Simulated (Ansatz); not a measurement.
# CH9NOSi2: the cost of one run

Program: Ansatz 0.2.0. Level of theory: UKS B3LYP-D4/STO-3G. These are calculated values, not measurements.

## Step 1: The system as given

Bond lengths: Si1–N2 2.118 Å, Si1–O3 1.580 Å, Si1–C4 2.189 Å, O3–C4 1.427 Å, Si1–H6 1.468 Å, Si1–Si7 2.289 Å, N2–H8 1.011 Å, N2–H9 1.012 Å, C4–H10 1.088 Å, C4–H11 1.092 Å, Si7–H12 1.463 Å, Si7–H13 1.465 Å, Si7–H14 1.467 Å. Angles (14 of 26 angles, heavy atoms first): N2–Si1–O3 104.6°, N2–Si1–C4 73.6°, N2–Si1–Si7 105.3°, O3–Si1–C4 40.6°, O3–Si1–Si7 112.7°, C4–Si1–Si7 146.8°, Si1–O3–C4 93.3°, Si1–C4–O3 46.1°, Si1–N2–H8 114.1°, Si1–N2–H9 113.8°, N2–Si1–H6 97.9°, O3–Si1–H6 113.7°, C4–Si1–H6 92.8°, H6–Si1–Si7 119.7°.

Structure file:

```xyz
14

Si    0.0916   -0.5945   -0.1255
N     0.8569    1.1626    0.7760
O    -1.3179   -0.8105    0.5546
C    -0.8391   -0.4568    1.8514
H     0.0773    0.5789    1.7178
H     1.1228   -1.5270    0.3446
Si   -0.0674   -0.1080   -2.3569
H     1.8634    1.1711    0.8759
H     0.5864    2.0160    0.3032
H    -0.4720   -1.3405    2.3694
H    -1.7014   -0.0797    2.4047
H    -1.4106   -0.1804   -2.9329
H     0.7627   -1.0583   -3.1017
H     0.4472    1.2272   -2.6806
```

## Step 2: Run 1

150 steps of 0.5 fs at constant energy, with velocities drawn for 100 K.

Contents of input.yaml:

```yaml
crystal:
  periodic: [false, false, false]
  atoms:
    - { symbol: Si, position_ang: [0.0916, -0.5945, -0.1255] }
    - { symbol: "N", position_ang: [0.8569, 1.1626, 0.776] }
    - { symbol: O, position_ang: [-1.3179, -0.8105, 0.5546] }
    - { symbol: C, position_ang: [-0.8391, -0.4568, 1.8514] }
    - { symbol: H, position_ang: [0.0773, 0.5789, 1.7178] }
    - { symbol: H, position_ang: [1.1228, -1.527, 0.3446] }
    - { symbol: Si, position_ang: [-0.0674, -0.108, -2.3569] }
    - { symbol: H, position_ang: [1.8634, 1.1711, 0.8759] }
    - { symbol: H, position_ang: [0.5864, 2.016, 0.3032] }
    - { symbol: H, position_ang: [-0.472, -1.3405, 2.3694] }
    - { symbol: H, position_ang: [-1.7014, -0.0797, 2.4047] }
    - { symbol: H, position_ang: [-1.4106, -0.1804, -2.9329] }
    - { symbol: H, position_ang: [0.7627, -1.0583, -3.1017] }
    - { symbol: H, position_ang: [0.4472, 1.2272, -2.6806] }
magnetization:
  spin_polarized: true
basis:
  gaussian: { orbitals: STO-3G }
hamiltonian:
  xc: b3lyp
  dispersion: d4
md:
  timestep: 0.5
  n_steps: 150
  ensemble: nve
  temperature: 100.0
  initial_velocities: maxwell_boltzmann
  seed: 341455
```

Launch:

```sh
$ ansatz run input.yaml --threads 1 --pin off --max-ram 2048MiB --backend cpu --events-out ev --progress --plain --runs-dir out
```

**Question.** How long does this run take on 1 thread of Arm Neoverse V2, shared host, and how much memory does it need?

About 9.4 min, with a peak of 0.16 GiB.
